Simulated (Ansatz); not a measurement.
# Yb3InC: the cost of one run

Program: Ansatz 0.2.0 through its Python package. Level of theory: DFT PBE, plane waves, PAW. These are calculated values, not measurements.

**1. The structure**

It takes space group Pm-3m (No. 221, cubic). Conventional cell: a = 5.063 Å, b = 5.063 Å, c = 5.063 Å, α = 90.00°, β = 90.00°, γ = 90.00°. Yb (site symmetry 4/mmm) is surrounded by 2 C at 2.53 Å. In (site symmetry m-3m) has 12 Yb at 3.58 Å as nearest neighbours. Around C (site symmetry m-3m) lie 6 Yb at 2.53 Å.

No structure file is read: the coordinates are typed or built in the script.

**2. The code**

File run_smear.py:

```python
"""Smearing width test for Yb3InC."""

import argparse

import ansatz as az
import matplotlib.pyplot as plt

parser = argparse.ArgumentParser(description="Smearing width test for Yb3InC.")
parser.add_argument("--functional", required=True, help="exchange-correlation functional")
parser.add_argument("--kgrid", type=int, nargs=3, required=True, help="k-point sampling")
args = parser.parse_args()

cell = (
    az.Lattice.cubic(5.0632)
    .space_group(221)
    .atom("Yb", (0.5, 0.0, 0.5))
    .atom("In", (0.0, 0.0, 0.0))
    .atom("C", (0.5, 0.5, 0.5))
)

base = (
    cell.calculation()
    .functional(args.functional)
    .kpoints(*args.kgrid)
)

rows = []
for value in [0.5, 0.3, 0.2, 0.1]:
    report = base.occupations("fermi_dirac", width=value).run(threads=1).report
    rows.append((value, report["free_energy_ev"] / len(report["lattice"]["sites"]), report["n_iterations"], report["n_kpoints"]))

print("  width (eV)   F/atom (eV)    iterations      k-points")
for row in rows:
    print(f"{str(row[0]):>12s}  {row[1]:12.5f}  {row[2]:12d}  {row[3]:12d}")

# differences from the last row
for row in rows[:-1]:
    shift = 1000 * (row[1] - rows[-1][1])
    print(f"{row[0]}: {shift:+.2f} meV/atom" + ("  (within 5 meV)" if abs(shift) < 5 else ""))
plt.figure(figsize=(4.5, 3))
plt.plot([str(row[0]) for row in rows], [1000 * (row[1] - rows[-1][1]) for row in rows], "o-")
plt.xlabel("width (eV)")
plt.ylabel("F - F(last) (meV/atom)")
plt.tight_layout()
plt.savefig("smear.png", dpi=100)
```

**3. The run**

Command:

```bash
python run_smear.py --functional pbe --kgrid 4 4 4
```

Q: Estimate wall time and peak memory on 1 thread of Intel Xeon 6975P-C (Granite Rapids), shared host.

About 10 s, with a peak of 0.54 GiB.
